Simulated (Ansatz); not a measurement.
# W: a line through an energy map

Aim: follow the energy of W (Fm-3m, No. 225; 1 atom in the cell) along one coordinate, volume per atom, with the other held at c/a of the conventional cell = 0.734.

Computed with Ansatz 0.2.0 (DFT LDA, scalar-relativistic, plane waves, PAW, unless a step's input says otherwise).

91 further runs of the same task are left out: 91 set aside as unsound or not needed.

## 1. The structure to begin with

Symmetry: Fm-3m, No. 225, cubic system. The conventional cell has a = 3.973 Å, b = 3.973 Å, c = 3.973 Å, α = 90.00°, β = 90.00°, γ = 90.00°. W (site symmetry m-3m) has 12 W at 2.81 Å as nearest neighbours.

Coordinates:

```cif
data_structure
_symmetry_space_group_name_H-M 'P 1'
_symmetry_Int_Tables_number 1
_cell_length_a 2.8093
_cell_length_b 2.8093
_cell_length_c 2.8093
_cell_angle_alpha 60.000
_cell_angle_beta 60.000
_cell_angle_gamma 60.000
_cell_volume 15.68
loop_
_atom_site_label
_atom_site_type_symbol
_atom_site_fract_x
_atom_site_fract_y
_atom_site_fract_z
_atom_site_occupancy
W1 W 0.00000 0.00000 0.00000 1
```

It is the result of an earlier relaxation at this level (volume 15.68 Å³/atom; gap on the mesh: none (metal)).

## 2. What is varied

The energy is mapped over volume and the cell's shape.

The axes are (1) volume per atom: 11 values from 14.423 to 16.932 Å³; (2) c/a of the conventional cell: 13 values from 0.629 to 1.167.

Nothing else is relaxed (symmetry fixes all fractional coordinates). Energies count from the relaxed crystal. Points are written as (first, second).

## 3. Grid point (14.423 Å³, 0.734)

File input.yaml:

```yaml
crystal:
  lattice:
    - [0.0, 2.1414964554, 1.5725008472]
    - [2.1414964554, 0.0, 1.5725008472]
    - [2.1414964554, 2.1414964554, 0.0]
  atoms:
    - { symbol: W, position: [0.0, 0.0, 0.0] }
basis:
  ecutwfc: 420
kpoints:
  mp_grid: { grid: [22, 22, 22] }
hamiltonian:
  xc: lda
  pseudopotentials: { kind: paw, azcp: { folder: soft_1 } }
scf:
  occupations: { method: gaussian, width: 0.15 }
output:
  forces: true
  stress: true
  eigenvalues: true
  write_density: true
  write_potential: true
  elf: true
  volumetric_format: npy
```

Started as:

```
> ansatz run input.yaml --threads 1 --pin off --max-ram 2048MiB --backend cpu --events-out ev --progress --plain --runs-dir out
```

The session goes on with these runs: the other points of the line.

Before running it: what results should come out? Wanted: for each run, volume per atom; energy; slope; pressure.

The runs gave:

```
volume per atom (Å³)  step  energy (meV/atom)  slope (meV/atom per Å³)  pressure (GPa)
              14.423     3               −397                     −161            25.8
              14.674     –               −431                     −115            18.5
              14.925     4               −455                      −74            11.8
              15.176     5               −469                      −35             5.6
              15.427     6               −473                        0             0.0
              15.678     7               −469                       33            −5.3
              15.929     8               −457                       63           −10.1
              16.179     9               −438                       90           −14.5
              16.430    10               −412                      116           −18.5
              16.681    11               −380                      139           −22.2
              16.932    12               −342                      160           −25.7
```

Energies count from the relaxed crystal. Rows without a step come from runs not printed here or follow by symmetry. Slopes come from the forces (and the stress, where the cell changes), not from differences of energies.

What this shows: Along the line the energy is lowest at 15.427 Å³, −473 meV/atom from the zero. A fit to energies and slopes at the lowest point and its two neighbours puts the minimum at 15.4243 Å³, with a curvature of about 140 meV/atom per (Å³)². V·d²E/dV² there is about 330 GPa, a bulk modulus under this line's constraint. The highest point computed, at 16.932 Å³, lies 131 meV/atom above the lowest. This is one cut through a surface in two coordinates; the map's lowest point lies off it. The runs treat W without spin-orbit coupling.
